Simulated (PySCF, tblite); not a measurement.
# C₁₈H₈F₂N₂S₂: electronic excitations, NMR shifts

Aim: compute the electronic excitations, NMR shifts of C₁₈H₈F₂N₂S₂ (`Fc1ccc2c(c1)sc1cc(-c3ccc(F)c4nsnc34)ccc12`).

Programs: tblite 0.8.0 and PySCF 2.14.0, with routines of our own; each step states its level. All values are computed. Atoms count from 0.

## 1. The system as given

32 atoms, charge 0, multiplicity 1; geometry from: force field, distance geometry or constructed start.

## 2. Relaxing the molecule with GFN2-xTB

Job settings and geometry (Å):

```
{"job": {"kind": "relax", "xc": "GFN2-xTB", "basis": "xTB"}, "charge": 0, "multiplicity": 1}
F      7.175000     0.543900    -0.377900
C      5.858900     0.335500    -0.187200
C      5.467400    -0.633400     0.727700
C      4.099300    -0.856100     0.932400
C      3.119700    -0.113300     0.234100
C      3.563700     0.851200    -0.679100
C      4.938100     1.089500    -0.897800
S      2.258500     1.655900    -1.435100
C      1.081500     0.741300    -0.582600
C     -0.326500     0.858800    -0.695600
C     -1.170200     0.037400     0.068400
C     -2.629200     0.165500    -0.035200
C     -3.297500     1.414100     0.106400
C     -4.692700     1.572800    -0.001200
C     -5.557800     0.504300    -0.246700
F     -6.878200     0.704000    -0.325900
C     -4.976500    -0.780600    -0.398700
N     -5.628700    -1.936000    -0.644100
S     -4.475000    -3.116500    -0.738500
N     -3.095700    -2.235000    -0.466600
C     -3.478400    -0.952700    -0.290000
C     -0.580800    -0.878900     0.942200
C      0.815500    -0.989800     1.061300
C      1.667000    -0.177300     0.282500
H      6.209600    -1.201100     1.268700
H      3.786100    -1.621600     1.654900
H      5.276900     1.840400    -1.601900
H     -0.742500     1.581500    -1.394600
H     -2.698400     2.306100     0.305700
H     -5.127200     2.565200     0.126400
H     -1.198000    -1.531100     1.554400
H      1.227200    -1.724900     1.742700
```

The run is started by

```sh
OMP_NUM_THREADS=1 python large_run.py task.json out
```

This one command runs all jobs of the session in turn.

Standard output:

```text
step      E/eV     max force
  0   -1753.28066    2.296
  1   -1753.57709    1.020
  2   -1753.65633    0.580
  3   -1753.68374    0.330
  4   -1753.69475    0.279
  5   -1753.70643    0.238
  6   -1753.71538    0.229
  7   -1753.72663    0.270
  8   -1753.73816    0.342
  9   -1753.75113    0.364
 10   -1753.76193    0.312
 11   -1753.76872    0.176
 12   -1753.77273    0.129
 13   -1753.77611    0.180
 14   -1753.77919    0.174
 15   -1753.78124    0.090
 16   -1753.78234    0.064
 17   -1753.78312    0.063
 18   -1753.78389    0.073
 19   -1753.78453    0.055
 20   -1753.78497    0.047
 21   -1753.78532    0.041
 22   -1753.78571    0.054
 23   -1753.78615    0.051
 24   -1753.78657    0.056
 25   -1753.78697    0.051
 26   -1753.78744    0.059
 27   -1753.78803    0.061
 28   -1753.78864    0.059
 29   -1753.78916    0.053
 30   -1753.78959    0.048
 31   -1753.79004    0.049
 32   -1753.79053    0.043
 33   -1753.79100    0.040
 34   -1753.79141    0.041
 35   -1753.79180    0.051
 36   -1753.79222    0.050
 37   -1753.79268    0.055
 38   -1753.79319    0.049
 39   -1753.79384    0.059
 40   -1753.79464    0.067
 41   -1753.79543    0.056
 42   -1753.79608    0.046
 43   -1753.79664    0.048
 44   -1753.79727    0.051
 45   -1753.79800    0.048
 46   -1753.79866    0.048
 47   -1753.79912    0.040
 48   -1753.79947    0.038
 49   -1753.79984    0.040
 50   -1753.80026    0.047
 51   -1753.80073    0.044
 52   -1753.80119    0.050
 53   -1753.80156    0.040
 54   -1753.80184    0.029
 55   -1753.80207    0.027
 56   -1753.80231    0.042
 57   -1753.80262    0.057
 58   -1753.80302    0.053
 59   -1753.80346    0.046
 60   -1753.80389    0.052
 61   -1753.80433    0.056
 62   -1753.80485    0.058
 63   -1753.80549    0.057
 64   -1753.80625    0.051
 65   -1753.80709    0.058
 66   -1753.80791    0.056
 67   -1753.80857    0.053
 68   -1753.80903    0.039
 69   -1753.80937    0.037
 70   -1753.80969    0.042
 71   -1753.81000    0.032
 72   -1753.81022    0.021
 73   -1753.81039    0.027
 74   -1753.81055    0.025
 75   -1753.81074    0.024
 76   -1753.81093    0.025
 77   -1753.81110    0.021
 78   -1753.81124    0.021
 79   -1753.81134    0.021
 80   -1753.81143    0.018
```

Run time: 3.7 s. Hardware: 1 thread of Arm Neoverse N1, shared host; peak memory 0.18 GiB.

Step by step:

```csv
step,energy from step 0 (eV),largest force (eV/Å)
0,0.0000,2.2967
1,-0.2964,1.0195
2,-0.3757,0.5796
3,-0.4031,0.3297
4,-0.4141,0.2789
5,-0.4258,0.2381
6,-0.4347,0.2286
7,-0.4460,0.2707
8,-0.4575,0.3425
14,-0.4985,0.1749
20,-0.5043,0.0474
26,-0.5068,0.0592
32,-0.5099,0.0429
38,-0.5125,0.0493
45,-0.5173,0.0474
51,-0.5201,0.0436
57,-0.5220,0.0565
63,-0.5248,0.0570
69,-0.5287,0.0376
76,-0.5303,0.0252
77,-0.5304,0.0209
78,-0.5306,0.0212
79,-0.5307,0.0216
80,-0.5308,0.0181
```

Distances of close pairs at the start and the end, largest changes first:

```csv
bond,before (Å),after (Å),change (Å)
C16–C20,1.512,1.442,-0.070
S18–N19,1.659,1.604,-0.055
N17–S18,1.653,1.603,-0.051
C11–C12,1.423,1.378,-0.045
C5–S7,1.710,1.746,+0.037
C8–C9,1.417,1.382,-0.036
S7–C8,1.717,1.752,+0.035
C21–C22,1.406,1.376,-0.029
```

The final coordinates are the input of the step that follows.

## 3. Electronic excitations: TDA PBE0/def2-SVP

Job settings and geometry (Å):

```
{"job": {"kind": "uv", "basis": "def2-SVP", "grid": 1, "kgrid": 0, "vcut": 1.5, "nstates": 6, "ntriplets": 2, "tda": true, "delta": ["ip_vertical"], "pop": true, "xc": "PBE0"}, "charge": 0, "multiplicity": 1}
F      7.091673     0.499070    -0.296411
C      5.766875     0.308648    -0.135255
C      5.338906    -0.740784     0.670110
C      3.987754    -0.951393     0.844216
C      3.066967    -0.116830     0.216304
C      3.537790     0.939655    -0.585524
C      4.891778     1.164880    -0.772529
S      2.246020     1.885207    -1.283199
C      1.050297     0.862483    -0.513250
C     -0.319590     1.004056    -0.624705
C     -1.146981     0.097581     0.030986
C     -2.603697     0.218540    -0.071903
C     -3.242441     1.439194    -0.099572
C     -4.638759     1.566154    -0.177210
C     -5.443542     0.462289    -0.241690
F     -6.777823     0.596946    -0.308102
C     -4.862214    -0.817327    -0.240453
N     -5.462200    -2.004144    -0.324418
S     -4.339305    -3.147199    -0.300081
N     -3.043673    -2.209227    -0.175634
C     -3.427724    -0.932247    -0.147167
C     -0.575480    -0.928266     0.795440
C      0.789764    -1.058084     0.911003
C      1.630047    -0.162714     0.253541
H      6.071022    -1.372924     1.145991
H      3.640059    -1.759513     1.467856
H      5.256887     1.970628    -1.388188
H     -0.734004     1.789375    -1.237241
H     -2.655619     2.342851    -0.035093
H     -5.089057     2.546448    -0.180479
H     -1.224431    -1.622394     1.303856
H      1.211570    -1.851996     1.507810
```

Level: TDA PBE0/def2-SVP, vertical, gas phase, core orbitals frozen in the response, virtual orbitals cut by energy.

Standard output:

```text
start: PBE on a coarse grid of 30441 points
cycle   1  E = -1793.3390133056  dE =  4.448e+00  |g| = 9.500e-01  |ddm| = 8.761e+00
cycle   2  E = -1792.7930331688  dE =  5.460e-01  |g| = 1.705e+00  |ddm| = 3.806e+00
cycle   3  E = -1793.4892929677  dE = -6.963e-01  |g| = 4.919e-01  |ddm| = 2.795e+00
cycle   4  E = -1793.5479959474  dE = -5.870e-02  |g| = 2.352e-01  |ddm| = 8.994e-01
cycle   5  E = -1793.5579900095  dE = -9.994e-03  |g| = 1.268e-01  |ddm| = 3.764e-01
cycle   6  E = -1793.5618945299  dE = -3.905e-03  |g| = 3.597e-02  |ddm| = 1.721e-01
cycle   7  E = -1793.5621882597  dE = -2.937e-04  |g| = 9.426e-03  |ddm| = 5.859e-02
final grid: 134849 points
cycle   8  E = -1793.9425868090  dE = -1.130e-02  |g| = 8.052e-02  |ddm| = 1.411e+00
cycle   9  E = -1793.9411927814  dE =  1.394e-03  |g| = 1.161e-01  |ddm| = 2.450e-01
cycle  10  E = -1793.9440524972  dE = -2.860e-03  |g| = 1.449e-02  |ddm| = 1.622e-01
cycle  11  E = -1793.9440971931  dE = -4.470e-05  |g| = 6.442e-03  |ddm| = 2.562e-02
cycle  12  E = -1793.9441065957  dE = -9.403e-06  |g| = 1.946e-03  |ddm| = 9.254e-03
cycle  13  E = -1793.9441063214  dE =  2.742e-07  |g| = 1.261e-03  |ddm| = 3.485e-03
cycle  14  E = -1793.9441078246  dE = -1.503e-06  |g| = 3.581e-04  |ddm| = 1.808e-03
cycle  15  E = -1793.9441087327  dE = -9.080e-07  |g| = 1.411e-04  |ddm| = 6.694e-04
cycle  16  E = -1793.9441088492  dE = -1.166e-07  |g| = 4.486e-05  |ddm| = 3.440e-04
converged SCF energy = -1793.9441088492
Vertical ionisation energy (delta-SCF) = 7.5662 eV   <S^2> = 0.765

Static polarisability (au): isotropic 254.708, principal 112.442 235.754 415.928

Singlet excitations
state   eV       nm        f      main configurations
  1   3.1493    393.7   0.27495   H->L 0.96
  2   3.2743    378.7   0.00629   H-1->L 0.98
  3   4.1407    299.4   0.04719   H-2->L 0.93
  4   4.3288    286.4   0.01364   H-1->L+1 0.72
  5   4.4032    281.6   0.03373   H-6->L 0.53, H-5->L 0.17, H-3->L 0.12
  6   4.4317    279.8   0.51945   H->L+1 0.79

Triplet excitations (Tamm-Dancoff, eV): 2.2160 3.1407
```

Run time: 3.3 min. Hardware: 1 thread of Arm Neoverse N1, shared host; peak memory 0.74 GiB.

The orbitals next to the gap, with their largest atomic shares:

```csv
orbital,eV,atoms
HOMO−4,-8.09,"S18 32 %, C13 17 %, C16 16 %"
HOMO−3,-7.92,"C22 14 %, C2 13 %, C21 12 %"
HOMO−2,-7.27,"C11 14 %, C14 10 %, C4 9 %"
HOMO−1,-6.52,"S7 41 %, C21 10 %, C9 10 %"
HOMO,-6.32,"C10 11 %, C23 9 %, C14 8 %"
LUMO,-2.66,"S18 22 %, N17 18 %, N19 16 %"
LUMO+1,-1.34,"C10 13 %, C3 12 %, C1 10 %"
LUMO+2,-0.55,"C5 25 %, C2 22 %, C6 17 %"
LUMO+3,-0.39,"C21 25 %, C8 22 %, C22 16 %"
```

With each of the 6 states as a Gaussian band of 0.4 eV half-width at 1/e, the curve within the window shown has maxima at 393 nm (ε 11,000), 281 nm (ε 24,000) L/(mol cm). Beyond the last state computed it falls off for lack of states. The curve at chosen wavelengths:

```csv
nm,ε (L/mol/cm)
262,13095
271,20618
280,24054
289,22016
298,16599
307,10786
316,6403
325,3932
334,3167
343,3716
352,5160
361,7054
370,8942
378,10289
387,11187
396,11336
405,10798
414,9742
423,8384
432,6924
441,5517
450,4261
459,3203
468,2352
477,1693
486,1198
```

Ground-state properties from the same run:

```csv
property,computed
dipole moment (D),0.79
polarisability (Å³),37.74
HOMO–LUMO gap (eV),3.66
−ε(HOMO) (eV),6.32
```

## 4. NMR shifts: GIAO KT3/pcSseg-1

Settings changed since step 3:

```diff
@@ -1,2 +1,2 @@
-{"job": {"kind": "uv", "basis": "def2-SVP", "grid": 1, "kgrid": 0, "vcut": 1.5, "nstates": 6, "ntriplets": 2, "tda": true, "delta": ["ip_vertical"], "pop": true, "xc": "PBE0"}, "charge": 0, "multiplicity": 1}
+{"job": {"kind": "nmr", "basis": "pcSseg-1", "pop": false, "xc": "KT3"}, "charge": 0, "multiplicity": 1}
 F      7.091673     0.499070    -0.296411
```

Method: GIAO KT3/pcSseg-1 NMR shielding, non-relativistic, gas phase.

Standard output:

```text
start: PBE on a coarse grid of 30441 points
cycle   1  E = -1794.2603999104  dE =  4.637e+00  |g| = 9.624e-01  |ddm| = 7.179e+00
cycle   2  E = -1793.7037250064  dE =  5.567e-01  |g| = 1.732e+00  |ddm| = 3.330e+00
cycle   3  E = -1794.4010475434  dE = -6.973e-01  |g| = 5.178e-01  |ddm| = 2.588e+00
cycle   4  E = -1794.4661976215  dE = -6.515e-02  |g| = 2.358e-01  |ddm| = 8.362e-01
cycle   5  E = -1794.4756381530  dE = -9.441e-03  |g| = 1.300e-01  |ddm| = 3.571e-01
cycle   6  E = -1794.4795498577  dE = -3.912e-03  |g| = 3.813e-02  |ddm| = 1.612e-01
cycle   7  E = -1794.4798663274  dE = -3.165e-04  |g| = 9.943e-03  |ddm| = 5.244e-02
final grid: 283279 points
cycle   8  E = -1817.2677899194  dE = -5.362e-02  |g| = 3.081e-01  |ddm| = 1.182e+00
cycle   9  E = -1817.2300511217  dE =  3.774e-02  |g| = 5.321e-01  |ddm| = 8.721e-01
cycle  10  E = -1817.2758073015  dE = -4.576e-02  |g| = 1.165e-01  |ddm| = 7.247e-01
cycle  11  E = -1817.2773651975  dE = -1.558e-03  |g| = 8.784e-02  |ddm| = 2.264e-01
cycle  12  E = -1817.2792478273  dE = -1.883e-03  |g| = 2.235e-02  |ddm| = 1.070e-01
cycle  13  E = -1817.2793731383  dE = -1.253e-04  |g| = 5.645e-03  |ddm| = 3.150e-02
cycle  14  E = -1817.2793826289  dE = -9.491e-06  |g| = 1.740e-03  |ddm| = 9.058e-03
cycle  15  E = -1817.2793832852  dE = -6.563e-07  |g| = 1.091e-03  |ddm| = 3.563e-03
cycle  16  E = -1817.2793828706  dE =  4.146e-07  |g| = 2.630e-04  |ddm| = 1.700e-03
cycle  17  E = -1817.2793830197  dE = -1.491e-07  |g| = 8.077e-05  |ddm| = 3.914e-04
converged SCF energy = -1817.2793830197

GIAO shielding tensors (ppm)
atom      isotropic    diamagn.    paramagn.     s11        s22        s33       span
  0 F      271.550     481.537    -209.987    194.565    286.743    333.342    138.778
  1 C       24.292     266.946    -242.654    -42.414     34.359     80.931    123.345
  2 C       77.740     256.144    -178.404      2.629     65.660    164.932    162.303
  3 C       68.949     251.185    -182.236    -20.115     54.819    172.143    192.259
  4 C       60.197     249.518    -189.322    -10.531     42.640    148.481    159.013
  5 C       47.224     270.868    -223.644    -12.172     24.342    129.501    141.672
  6 C       80.018     244.402    -164.385     10.460     69.296    160.297    149.836
  7 S      367.806    1062.132    -694.325    225.144    383.457    494.819    269.675
  8 C       48.633     262.712    -214.078    -14.431     33.233    127.099    141.530
  9 C       69.248     251.990    -182.742    -13.708     62.164    159.288    172.996
 10 C       55.387     262.542    -207.156    -21.735     28.548    159.348    181.082
 11 C       59.962     252.533    -192.571    -10.310     35.448    154.749    165.059
 12 C       64.123     251.582    -187.458    -24.551     57.621    159.300    183.851
 13 C       75.573     259.709    -184.136     -4.095     71.330    159.484    163.578
 14 C       32.358     260.935    -228.577    -26.016     44.478     78.613    104.629
 15 F      272.317     467.521    -195.204    188.202    264.293    364.457    176.255
 16 C       47.279     270.543    -223.265    -10.722     28.453    124.105    134.827
 17 N      -85.333     326.794    -412.126   -348.803   -114.710    207.515    556.319
 18 S       34.887    1061.974   -1027.087   -116.478    102.654    118.485    234.962
 19 N      -83.473     323.299    -406.772   -330.012   -118.205    197.797    527.809
 20 C       38.594     243.363    -204.769    -13.812     12.630    116.963    130.775
 21 C       62.166     254.753    -192.588    -27.009     45.374    168.132    195.140
 22 C       70.554     255.670    -185.116    -18.493     59.077    171.078    189.571
 23 C       57.332     253.489    -196.156    -15.310     38.650    148.658    163.968
 24 H       24.582      26.306      -1.723     20.258     26.240     27.248      6.991
 25 H       23.546      36.932     -13.386     17.506     24.614     28.519     11.013
 26 H       24.259      29.226      -4.967     18.823     25.022     28.933     10.110
 27 H       23.812      36.856     -13.044     16.991     23.312     31.133     14.141
 28 H       24.004      36.770     -12.765     18.068     23.900     30.044     11.976
 29 H       24.334      26.251      -1.917     19.976     25.504     27.522      7.547
 30 H       23.137      36.833     -13.697     15.972     23.220     30.218     14.246
 31 H       23.519      36.913     -13.394     17.300     24.695     28.563     11.264
```

It took 89 s on 1 thread of Arm Neoverse N1, shared host; peak memory 0.66 GiB.

The references, computed at this level on geometries of the same kind, shield at (ppm): ¹H TMS 31.76, ¹³C TMS 184.7, ¹⁹F CFCl3 142.4, ¹⁵N NH3 264.4. Their shielding less the atom's gives the shift. The references are single molecules in the gas phase, so shifts against H2O, NH3, PH3, H3PO4 or CFCl3 are not on the usual liquid scales and can be off by tens of ppm.

```csv
atoms,environment,σ (ppm),δ (ppm)
C1,aromatic carbon bearing fluorine,24.3,160.4
C14,aromatic carbon bearing fluorine,32.4,152.4
C20,ring-fusion aromatic carbon,38.6,146.1
C5,ring-fusion aromatic carbon,47.2,137.5
C16,ring-fusion aromatic carbon,47.3,137.4
C8,ring-fusion aromatic carbon,48.6,136.1
C10,substituted aromatic carbon,55.4,129.3
C23,ring-fusion aromatic carbon,57.3,127.4
C11,substituted aromatic carbon,60.0,124.8
C4,ring-fusion aromatic carbon,60.2,124.5
C21,aromatic CH,62.2,122.6
C12,aromatic CH,64.1,120.6
C3,aromatic CH,68.9,115.8
C9,aromatic CH,69.2,115.5
C22,aromatic CH,70.6,114.2
C13,aromatic CH,75.6,109.1
C2,aromatic CH,77.7,107.0
C6,aromatic CH,80.0,104.7
H30,hydrogen on an aromatic CH,23.14,8.62
H31,hydrogen on an aromatic CH,23.52,8.24
H25,hydrogen on an aromatic CH,23.55,8.21
H27,hydrogen on an aromatic CH,23.81,7.95
H28,hydrogen on an aromatic CH,24.00,7.76
H26,hydrogen on an aromatic CH,24.26,7.50
H29,hydrogen on an aromatic CH,24.33,7.43
H24,hydrogen on an aromatic CH,24.58,7.18
F0,aryl fluorine,271.6,-129.2
F15,aryl fluorine,272.3,-130.0
S18,aromatic ring sulfur,35,–
S7,aromatic ring sulfur,368,–
N17,pyridine-type nitrogen of an azole,-85.3,349.7
N19,pyridine-type nitrogen of an azole,-83.5,347.9
```

Ring of atoms C1, C2, C3, C4, C5, C6: NICS(0) -10.0, NICS(1) -10.5, NICS(1)zz -24.9 ppm (means of both faces).

Ring of atoms C4, C5, S7, C8, C23: NICS(0) -7.7, NICS(1) -7.6, NICS(1)zz -13.8 ppm (means of both faces).

Ring of atoms C8, C9, C10, C21, C22, C23: NICS(0) -7.8, NICS(1) -9.8, NICS(1)zz -23.5 ppm (means of both faces).

## 5. Summary of results

| quantity | value |
| --- | --- |
| lowest singlet (PBE0/def2-SVP) | 3.15 eV (394 nm), f = 0.275 |
| brightest single state of those computed | state 6, 4.43 eV, f = 0.519 |
| lowest triplet | 2.22 eV |
| ¹³C shifts against TMS (KT3/pcSseg-1) | 160.4, 152.4, 146.1, 137.5, 137.4, 136.1, 129.3, 127.4, 124.8, 124.5, 122.6, 120.6, 115.8, 115.5 ppm and more |
| ¹H shifts against TMS (KT3/pcSseg-1) | 8.62, 8.24, 8.21, 7.95, 7.76, 7.50, 7.43, 7.18 ppm |
| ¹⁹F shifts against CFCl3 (KT3/pcSseg-1) | -129.2, -130.0 ppm |
| ¹⁵N shifts against NH3 (KT3/pcSseg-1) | 349.7, 347.9 ppm |
| shieldings of S (KT3/pcSseg-1) | S18 34.9, S7 367.8 ppm |

What this shows: The first singlet state (HOMO→LUMO 0.96) lies at 3.15 eV and is bright; of the 6 states computed, the strongest absorption comes from state 6 at 4.43 eV (the last computed, so partners may be missing). The lowest triplet lies 0.93 eV below the lowest singlet. At KT3/pcSseg-1: Shielding is most anisotropic at N17 (span 556 ppm, paramagnetic term -412 ppm). NICS(1)zz of -25 ppm above the planar ring from C1 marks a diatropic (aromatic) ring current. NICS(1)zz of -23 ppm above the planar ring from C8 marks a diatropic (aromatic) ring current.
